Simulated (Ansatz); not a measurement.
# CH4BFOSi: basis-set convergence

Aim: see how fast density functionals converge with the basis set for CH4BFOSi.

Computed with Ansatz 0.2.0, Gaussian basis. Level: one geometry, several basis sets.

The runs, in order: PBE0-D4/def2-SVP; ωB97M-V/def2-SVP; PBE0-D4/def2-QZVPP; ωB97M-V/def2-QZVPP; the functionals' def2-TZVPP values are taken from earlier runs.

## Step 1: The relaxed structure

The geometry comes from an earlier relaxation with PBE0-D4 in a triple-zeta def2 set; it is a stationary point, not always the lowest conformer.

SMILES `FC1([SiH3])BO1`, 9 atoms, charge 0, spin multiplicity 1.

Atoms are counted from 1 here; the program's logs count them from 0.

Bond lengths: F1–C2 1.371 Å, C2–Si3 1.886 Å, C2–B4 1.517 Å, C2–O5 1.475 Å, Si3–H6 1.484 Å, Si3–H7 1.484 Å, Si3–H8 1.483 Å, B4–O5 1.333 Å, B4–H9 1.182 Å. Angles: F1–C2–Si3 112.6°, F1–C2–B4 116.5°, F1–C2–O5 110.6°, Si3–C2–B4 130.1°, Si3–C2–O5 115.5°, B4–C2–O5 52.9°, C2–Si3–H6 107.2°, C2–Si3–H7 110.2°, C2–Si3–H8 108.4°, H6–Si3–H7 110.5°, H6–Si3–H8 110.3°, H7–Si3–H8 110.3°, C2–B4–O5 62.0°, C2–B4–H9 160.2°, O5–B4–H9 137.7°, C2–O5–B4 65.2°.

## Step 2: PBE0-D4 in def2-SVP

in.yaml reads:

```yaml
crystal:
  periodic: [false, false, false]
  atoms:
    - {symbol: F, position_ang: [-1.108377, -0.710604, -1.372594]}
    - {symbol: C, position_ang: [-0.528332, -0.011095, -0.346454]}
    - {symbol: Si, position_ang: [1.167500, -0.687249, 0.125297]}
    - {symbol: B, position_ang: [-1.400993, 1.015177, 0.351821]}
    - {symbol: O, position_ang: [-0.582766, 1.439423, -0.611175]}
    - {symbol: H, position_ang: [1.669014, 0.135459, 1.253733]}
    - {symbol: H, position_ang: [2.092003, -0.602382, -1.032344]}
    - {symbol: H, position_ang: [1.005624, -2.098614, 0.550668]}
    - {symbol: H, position_ang: [-2.225076, 1.473483, 1.063947]}
basis:
  gaussian: {orbitals: def2-SVP}
hamiltonian: {xc: pbe0, dispersion: d4}
output: {orbitals: {seedname: orbitals}}
```

Run with:

```console
$ ansatz run in.yaml --threads 2 --pin off --events-out ev --progress --plain --max-ram 4352MiB
```

Log:

```text
Functional definition: PBE0
  name "PBE0"
  cite "Adamo & Barone, J. Chem. Phys. 110, 6158 (1999) doi:10.1063/1.478522"
  cite "Perdew, Burke & Ernzerhof, Phys. Rev. Lett. 77, 3865 (1996) doi:10.1103/PhysRevLett.77.3865"
  parent pbe
  parameter a = 0.25
  parameter kappa = 0.804
  parameter beta = 0.06672455060314922
  exchange = (1 - a)*pbe_x(kappa = kappa, mu = beta*pi^2/3) + a*exact_x
  correlation = pbe_c(beta = beta)
1031 factors; their error is unknown
mean field evaluation 1: about -14398.8879 eV, gradient 3.5e1 eV
mean field evaluation 2: about -14395.2271 eV, gradient 5.7e1 eV
mean field evaluation 4: about -14401.1601 eV, gradient 2.5e0 eV
mean field evaluation 8: about -14401.1716 eV, gradient 5.9e-2 eV
mean field evaluation 16: about -14401.2232 eV, gradient 7.3e-5 eV
mean field -14401.22317163 eV, -529.2351900578 hartree, gradient 7.3e-5 eV, S^2 0.000000; 0 other end points of the search recorded, 0 dependent functions left out
reference -14401.22319753 eV, -529.2351910095 hartree; 23, 23 occupied and 71, 71 virtual orbitals, 1031 factors
Total energy: -14401.36846024 eV, -529.2405293157 hartree
```

Wall time 1.3 s (2 threads of Arm Neoverse V2, shared host).

## Step 3: ωB97M-V in def2-SVP

Edit in.yaml of step 2 so:

```diff
@@ -14,3 +14,3 @@
   gaussian: {orbitals: def2-SVP}
-hamiltonian: {xc: pbe0, dispersion: d4}
+hamiltonian: {xc: {name: wB97M-V}}
 output: {orbitals: {seedname: orbitals}}
```

Launched as before.

Log:

```text
Functional definition: wB97M-V
  name "wB97M-V"
  cite "Mardirossian & Head-Gordon, J. Chem. Phys. 144, 214110 (2016) doi:10.1063/1.4952647"
  cite "Becke, J. Chem. Phys. 107, 8554 (1997) doi:10.1063/1.475007"
  cite "Vydrov & Van Voorhis, J. Chem. Phys. 133, 244103 (2010) doi:10.1063/1.3521275"
  # Of w^i u^j: cxij and so on, Table III.
  parameter omega = 0.3/bohr
  parameter cx = 0.15
  parameter cx01 = 1.007
  parameter cx10 = 0.259
  parameter css00 = 0.443
  parameter css04 = -1.437
  parameter css10 = -4.535
  parameter css20 = -3.390
  parameter css43 = 4.278
  parameter cos00 = 1.000
  parameter cos10 = 1.358
  parameter cos20 = 2.924
  parameter cos21 = -8.812
  parameter cos60 = -1.390
  parameter cos61 = 9.142
  parameter b = 6.0
  parameter c = 0.01
  gx(w, u) = 1 - cx + cx01*u + cx10*w
  gss(w, u) = css00 + css04*u^4 + css10*w + css20*w^2 + css43*w^4*u^3
  gos(w, u) = cos00 + cos10*w + (cos20 + cos21*u)*w^2 + (cos60 + cos61*u)*w^6
  exchange = spin_sum(e_x_unif_sr(omega)*gx(b97_w, b97_u_x)) + cx*exact_x_sr(omega) + exact_x_lr(omega)
  correlation = spin_sum(e_c_pw_mod_same_spin*gss(b97_w, b97_u_same))
      + integral(e_c_pw_mod_opposite_spin*gos(b97_w_opposite, b97_u_opposite)) + vv10(b, c)
1031 factors; their error is unknown
272 factors; integrals over basis functions are off by at most 9.4e-6 eV
mean field evaluation 1: about -14406.1466 eV, gradient 3.7e1 eV
mean field evaluation 2: about -14405.3272 eV, gradient 4.6e1 eV
mean field evaluation 4: about -14408.7913 eV, gradient 2.3e0 eV
mean field evaluation 8: about -14408.8046 eV, gradient 4.1e-2 eV
mean field evaluation 16: about -14408.8068 eV, gradient 5.2e-5 eV
mean field -14408.80677122 eV, -529.5138822024 hartree, gradient 5.2e-5 eV, S^2 0.000000; 0 other end points of the search recorded, 0 dependent functions left out
reference -14408.80681276 eV, -529.5138837289 hartree; 23, 23 occupied and 71, 71 virtual orbitals, 1031 factors
Total energy: -14408.80681276 eV, -529.5138837289 hartree
```

It took 5.5 s on 2 threads of Arm Neoverse V2, shared host.

## Step 4: PBE0-D4 in def2-QZVPP

Edit in.yaml of step 3 so:

```diff
@@ -13,4 +13,4 @@
 basis:
-  gaussian: {orbitals: def2-SVP}
-hamiltonian: {xc: {name: wB97M-V}}
+  gaussian: {orbitals: "def2-QZVPP.json"}
+hamiltonian: {xc: pbe0, dispersion: d4}
 output: {orbitals: {seedname: orbitals}}
```

Same command.

Log:

```text
Functional definition: PBE0
  name "PBE0"
  cite "Adamo & Barone, J. Chem. Phys. 110, 6158 (1999) doi:10.1063/1.478522"
  cite "Perdew, Burke & Ernzerhof, Phys. Rev. Lett. 77, 3865 (1996) doi:10.1103/PhysRevLett.77.3865"
  parent pbe
  parameter a = 0.25
  parameter kappa = 0.804
  parameter beta = 0.06672455060314922
  exchange = (1 - a)*pbe_x(kappa = kappa, mu = beta*pi^2/3) + a*exact_x
  correlation = pbe_c(beta = beta)
1362 factors; their error is unknown
mean field evaluation 1: about -14408.7067 eV, gradient 4.4e1 eV
mean field evaluation 2: about -14403.2666 eV, gradient 7.1e1 eV
mean field evaluation 4: about -14412.2659 eV, gradient 3.8e0 eV
mean field evaluation 8: about -14412.2910 eV, gradient 1.0e-1 eV
mean field evaluation 16: about -14412.2981 eV, gradient 4.1e-5 eV
mean field -14412.29811292 eV, -529.6421866433 hartree, gradient 4.1e-5 eV, S^2 0.000000; 0 other end points of the search recorded, 0 dependent functions left out
reference -14412.29815368 eV, -529.6421881412 hartree; 23, 23 occupied and 395, 395 virtual orbitals, 1362 factors
Total energy: -14412.44341639 eV, -529.6475264473 hartree
```

Run time: 11 s. Hardware: 2 threads of Arm Neoverse V2, shared host; peak memory 1.1 GiB.

## Step 5: ωB97M-V in def2-QZVPP

Edit in.yaml of step 4 so:

```diff
@@ -14,3 +14,3 @@
   gaussian: {orbitals: "def2-QZVPP.json"}
-hamiltonian: {xc: pbe0, dispersion: d4}
+hamiltonian: {xc: {name: wB97M-V}}
 output: {orbitals: {seedname: orbitals}}
```

Launched as before.

Log:

```text
Functional definition: wB97M-V
  name "wB97M-V"
  cite "Mardirossian & Head-Gordon, J. Chem. Phys. 144, 214110 (2016) doi:10.1063/1.4952647"
  cite "Becke, J. Chem. Phys. 107, 8554 (1997) doi:10.1063/1.475007"
  cite "Vydrov & Van Voorhis, J. Chem. Phys. 133, 244103 (2010) doi:10.1063/1.3521275"
  # Of w^i u^j: cxij and so on, Table III.
  parameter omega = 0.3/bohr
  parameter cx = 0.15
  parameter cx01 = 1.007
  parameter cx10 = 0.259
  parameter css00 = 0.443
  parameter css04 = -1.437
  parameter css10 = -4.535
  parameter css20 = -3.390
  parameter css43 = 4.278
  parameter cos00 = 1.000
  parameter cos10 = 1.358
  parameter cos20 = 2.924
  parameter cos21 = -8.812
  parameter cos60 = -1.390
  parameter cos61 = 9.142
  parameter b = 6.0
  parameter c = 0.01
  gx(w, u) = 1 - cx + cx01*u + cx10*w
  gss(w, u) = css00 + css04*u^4 + css10*w + css20*w^2 + css43*w^4*u^3
  gos(w, u) = cos00 + cos10*w + (cos20 + cos21*u)*w^2 + (cos60 + cos61*u)*w^6
  exchange = spin_sum(e_x_unif_sr(omega)*gx(b97_w, b97_u_x)) + cx*exact_x_sr(omega) + exact_x_lr(omega)
  correlation = spin_sum(e_c_pw_mod_same_spin*gss(b97_w, b97_u_same))
      + integral(e_c_pw_mod_opposite_spin*gos(b97_w_opposite, b97_u_opposite)) + vv10(b, c)
1342 factors; their error is unknown
337 factors; integrals over basis functions are off by at most 8.8e-6 eV
mean field evaluation 1: about -14416.5486 eV, gradient 4.4e1 eV
mean field evaluation 2: about -14415.5264 eV, gradient 5.4e1 eV
mean field evaluation 4: about -14420.0404 eV, gradient 2.9e0 eV
mean field evaluation 8: about -14420.0581 eV, gradient 6.6e-2 eV
mean field evaluation 16: about -14420.0575 eV, gradient 9.3e-5 eV
mean field -14420.05751366 eV, -529.9273393609 hartree, gradient 5.0e-5 eV, S^2 0.000000; 0 other end points of the search recorded, 0 dependent functions left out
reference -14420.05758150 eV, -529.9273418539 hartree; 23, 23 occupied and 395, 395 virtual orbitals, 1342 factors
Total energy: -14420.05758150 eV, -529.9273418539 hartree
```

It took 25 s on 2 threads of Arm Neoverse V2, shared host; peak memory 1.4 GiB.

## Step 6: Density functionals: the series

The def2-TZVPP values come from earlier runs at the same geometry.

```csv
functional,basis,functions,energy (eV),from the largest (eV),HOMO (eV),LUMO (eV)
PBE0-D4,def2-SVP,94,-14401.3685,11.075,-7.99,-0.86
PBE0-D4,def2-TZVPP,222,-14411.8220,0.621,-8.05,-1.05
PBE0-D4,def2-QZVPP,418,-14412.4434,0.000,-8.08,-1.11
ωB97M-V,def2-SVP,94,-14408.8068,11.251,-10.26,1.29
ωB97M-V,def2-TZVPP,222,-14419.4827,0.575,-10.35,0.92
ωB97M-V,def2-QZVPP,418,-14420.0576,0.000,-10.38,0.76
```

## Step 7: What came out

| quantity | value |
| --- | --- |
| PBE0-D4: double and triple zeta above quadruple | 11.07, 0.62 eV |
| ωB97M-V: double and triple zeta above quadruple | 11.25, 0.57 eV |

In words: For PBE0-D4 the step from double to triple zeta gains 10.45 eV and the next only 0.62 eV. Total energies overstate the basis error of differences, where much of it tends to cancel. The LUMO of ωB97M-V is positive and keeps falling with the basis (1.29 to 0.76 eV): an unbound level that the basis holds in place.

For PBE0-D4 the largest set took about 8 times as long as the smallest (11 s against 1.3 s).
